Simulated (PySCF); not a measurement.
**SeN−: from the state search to spectroscopic constants**

What are the lowest state that PBE0 finds, the bond length, vibrational wavenumber and bond energy of SeN−, and how much do these hang on the method?

Computed with PySCF 2.14.0. Level: Se aug-cc-pVDZ-PP with ECP10, N aug-cc-pVDZ, scalar-relativistic core potentials.

### Step 1. Input

Settings of the job:

| Quantity | Value |
| --- | --- |
| atoms | Se, N |
| charge | -1 |
| basis | Se aug-cc-pVDZ-PP with ECP10, N aug-cc-pVDZ |
| Hamiltonian | scalar-relativistic core potentials |
| basis functions | 55 |
| electrons treated | 32 |
| masses in u | 79.9165, 14.0031 |
| levels | PBE0, PBE, r²SCAN, B3LYP, r²SCAN0, r²SCANh, HSE06, HF, MP2, SCS-MP2 |
| grid | 80 radial by 434 angular points |
| occupations | held fixed by the projection of orbital angular momentum |
| dissociation limit | Se− + N, each in its ground configuration |
| starting distance in angstrom | 1.870 |
| values of 2S to try | 0, 2, 4 |

The run is started by

```
$ OMP_NUM_THREADS=1 python dia.py task.json out
```

Further steps of the session: PBE0 along the bond; Other states along the same grid; PBE (GGA); r²SCAN; B3LYP; r²SCAN0 (hybrid meta-GGA); r²SCANh (hybrid meta-GGA); HSE06 (range-separated hybrid); ROHF.

What does the calculation give? Wanted: for each run, Re; ωe; De; μ.

The runs gave:

Lowest PBE0 solution found, without spin–orbit coupling: ³Σ⁻ (triplet), unpaired electrons π ↑↑. State 2 has its PBE0 minimum 0.35 eV higher, as a spin-mixed determinant (⟨S²⟩ = 1.01), so this is no gap between pure states. State 3 has its PBE0 minimum 1.27 eV higher. The other levels ran on the lowest alone.

| level | Re (Å) | ωe (cm⁻¹) | De (eV) | μ (D) |
| --- | --- | --- | --- | --- |
| ROHF | 1.825 | 662 | 0.487 | -1.16 |
| ROHF-MP2 | 1.731 | 730 | 2.61 | n/a |
| ROHF-SCS-MP2 | 1.747 | 702 | 2.49 | n/a |
| PBE | 1.779 | 727 | 3.89 | -2.58 |
| r²SCAN | 1.771 | 738 | 3.36 | -2.41 |
| r²SCANh | 1.766 | 747 | 3.19 | -2.37 |
| B3LYP | 1.778 | 728 | 3.34 | -2.55 |
| PBE0 | 1.762 | 758 | 3.31 | -2.44 |
| r²SCAN0 | 1.760 | 757 | 2.95 | -2.31 |
| HSE06 | 1.764 | 752 | 3.30 | -2.43 |

De is counted to Se− + N in their ground configurations. A positive dipole points from Se to N; in an ion it is taken about the centre of mass and does not tell which atom is negative.

What this shows: The methods spread over 0.094 Å in bond length, from ROHF-MP2 to ROHF. Among the levels with a De in the table, it runs from 0.487 eV (ROHF) to 3.89 eV (PBE).

Correlated steps freeze 5 core orbitals. With some functionals the highest level of the anion is positive, from self-interaction error or because the anion is truly unbound there; the finite basis then holds the extra electron, and no neutral molecule was run to test the binding.
